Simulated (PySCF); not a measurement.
# CuOF2: quartet, from a trigonal planar start

Aim: relax CuOF2 as a quartet from a trigonal planar start, check by its vibrations whether the end is a minimum, and collect its spectrum and constants.

Method: PBE0, basis Cu def2-TZVP, O def2-TZVP, F def2-TZVP, no relativity, density fitting; program: PySCF 2.14.0.

## Step 1: Starting geometry

4 atoms, charge 0, spin multiplicity 4.

Bond lengths: Cu1–O2 1.720 Å, Cu1–F3 1.760 Å, Cu1–F4 1.760 Å. Angles: O2–Cu1–F3 120.0°, O2–Cu1–F4 120.0°, F3–Cu1–F4 120.0°.

```xyz
4
charge 0 multiplicity 4
Cu    0.0507    0.0000    0.0000
O     1.7707    0.0000    0.0000
F    -0.8293    1.5242    0.0000
F    -0.8293   -1.5242    0.0000
```

## Step 2: Finding the electronic state

The steps below are one call of a driver around PySCF. For each, scf.py gives the equivalent set-up of the SCF; relaxations use the driver's own optimiser. After this first run the driver tries any further starts and a stability analysis.

scf.py reads:

```python
from pyscf import gto, scf, dft
mol = gto.M(atom='''
Cu     0.050680    -0.000000     0.000000
O      1.770710     0.000010     0.000000
F     -0.829320     1.524210     0.000000
F     -0.829320    -1.524200     0.000000''',
    basis={'Cu': 'def2-TZVP', 'O': 'def2-TZVP', 'F': 'def2-TZVP'},
    charge=0, spin=3)
mf = dft.UKS(mol, xc='PBE0')
mf.grids.atom_grid = (50, 194)
aux = {'Cu': 'def2-universal-JKFIT', 'O': 'def2-universal-JKFIT', 'F': 'def2-universal-JKFIT'}
mf = mf.density_fit(auxbasis=aux)
mf.conv_tol = 1e-08
mf.diis_space = 10
mf.max_cycle = 60
mf.init_guess = 'minao'
mf.verbose = 4
mf.kernel()
```

On the command line:

```
$ OMP_NUM_THREADS=4 python axn.py task.json out
```

The runs that follow: Relaxation: trigonal planar start, quartet; Vibrations and properties at this point.

Before running it: what results should come out? Wanted: minimum; geometry; wavenumbers; dipole moment; highest occupied, lowest empty level; polar-tensor charge of Cu1; zero-point energy; atomisation energy; ⟨S²⟩.

The runs gave:

```
                                          quantity                                                              value
                                           minimum                                                       quartet, C2v
                                          geometry  Cu–F 1.751 Å (×2), Cu–O 1.883 Å; F–Cu–F 162.4°, F–Cu–O 98.8° (×2)
                                wavenumbers (cm⁻¹)           62 (b2), 82 (a1), 179 (b1), 315 (a1), 582 (a1), 694 (b2)
                                     dipole moment                                                             1.82 D
highest occupied, lowest empty level (either spin)                                                    -9.78, -6.96 eV
                        polar-tensor charge of Cu1                                                            +0.89 e
                                 zero-point energy                                                        11.5 kJ/mol
                               entropy at 298.15 K                                                    333.4 J/(mol K)
         atomisation energy (no zero-point energy)                                                         770 kJ/mol
                                              ⟨S²⟩                                                              3.762
```

In words: The molecule stays C2v, as typed, and the end point is a minimum. In the infrared the band at 694 cm⁻¹ (b2, stretch) leads. Most of the spin sits on O2 (Mulliken spin 1.96, against 3 for the whole molecule). Other starts or spin states, not run here, may lie lower. One determinant may miss the lowest occupation of an open d or f shell.
